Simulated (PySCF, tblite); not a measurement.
# C₄H₄BF₃Si₂: geometry, infrared bands and NMR shifts

Wanted: the infrared bands and NMR shifts of C₄H₄BF₃Si₂ (`C#C[Si@@]1(F)C=C(B(F)F)[SiH2]1`), by calculation.

Computed with tblite 0.8.0 and PySCF 2.14.0, with density-fitted response routines of our own, on a single molecule in the gas phase. Atoms count from 0, in the outputs and in this text.

**1. The molecule as given**

14 atoms, charge 0, multiplicity 1; geometry from: force field or distance geometry start.

Bonds of the start (Å): C0–C1 1.20, C1–Si2 1.82, Si2–F3 1.69, Si2–C4 1.86, C4–C5 1.39, C5–B6 1.57, B6–F7 1.45, B6–F8 1.44, C5–Si9 1.87, Si9–Si2 2.00, C0–H10 1.07, C4–H11 1.09, Si9–H12 1.48, Si9–H13 1.48.

**2. Optimising the geometry with GFN2-xTB**

The job: settings as JSON, then the geometry in Å.

```
{"job": {"kind": "relax", "xc": "GFN2-xTB", "basis": "xTB"}, "charge": 0, "multiplicity": 1}
C     -3.484200     0.146100     0.801500
C     -2.508300    -0.069100     0.141700
Si    -1.002600    -0.412100    -0.823700
F     -1.283200    -0.997100    -2.389300
C      0.233400     0.971800    -0.762400
C      1.250800     0.336500    -0.061900
B      2.657700     0.853200     0.397400
F      3.548600    -0.019300     1.139300
F      3.074900     2.196700     0.095700
Si     0.454800    -1.338800     0.191500
H     -4.364500     0.342600     1.372600
H      0.159900     1.974100    -1.172900
H      0.125500    -1.592800     1.607000
H      1.136500    -2.392300    -0.588400
```

Command:

```console
> OMP_NUM_THREADS=1 python probes_run.py task.json out
```

The driver reads the jobs from task.json and runs them one after another.

**Question.** This job is followed by: GFN2-xTB harmonic vibrations, gas phase; GIAO PBE0/pcSseg-1 NMR shielding, non-relativistic, gas phase. Predict these results of the whole session: strongest single infrared mode (GFN2-xTB); zero-point energy (GFN2-xTB); 13C shifts against TMS (PBE0/pcSseg-1); 1H shifts against TMS (PBE0/pcSseg-1); 29Si shifts against TMS (PBE0/pcSseg-1); 19F shifts against CFCl3 (PBE0/pcSseg-1, means over atoms taken as alike); 11B shifts against BF3·OEt2 (PBE0/pcSseg-1); surface potential, 1st and 99th percentile.

**Answer**, as computed:

```
                                                                 quantity                          value
                                strongest single infrared mode (GFN2-xTB)          1281 cm⁻¹, 564 km/mol
                                             zero-point energy (GFN2-xTB)                  42.8 kcal/mol
                                   13C shifts against TMS (PBE0/pcSseg-1)  208.6, 171.6, 106.5, 86.7 ppm
                                    1H shifts against TMS (PBE0/pcSseg-1)     9.06, 5.20, 5.17, 2.32 ppm
                                  29Si shifts against TMS (PBE0/pcSseg-1)                -3.1, -25.2 ppm
19F shifts against CFCl3 (PBE0/pcSseg-1, means over atoms taken as alike)              -82.0, -174.2 ppm
                              11B shifts against BF3·OEt2 (PBE0/pcSseg-1)                       20.7 ppm
                                    surface potential, 1st and 99th percentile             -0.98 V and 1.80 V
```

What this shows: The optimisation took 75 steps and gained 2.332 eV; among the close pairs (by a distance rule), Si2–Si9 changed most, from 2.003 to 2.338 Å. All 36 modes are real, so the xTB geometry is a minimum. The strongest single mode, at 1281 cm⁻¹, moves mainly B6. GFN2-xTB is a fitted tight-binding method: band positions and strengths are rough. Its intensities can rank the bands wrongly. At PBE0/pcSseg-1: The largest span, 290 ppm, is at C1, where the paramagnetic term is -159 ppm. At PBE0/pcSseg-1, counted by nearest atom on the grid, the HOMO lies on Si2, Si9 about 17 % each; C0, C4 about 16 % each, the LUMO on C4, C5 about 25 % each; B6 19 %.
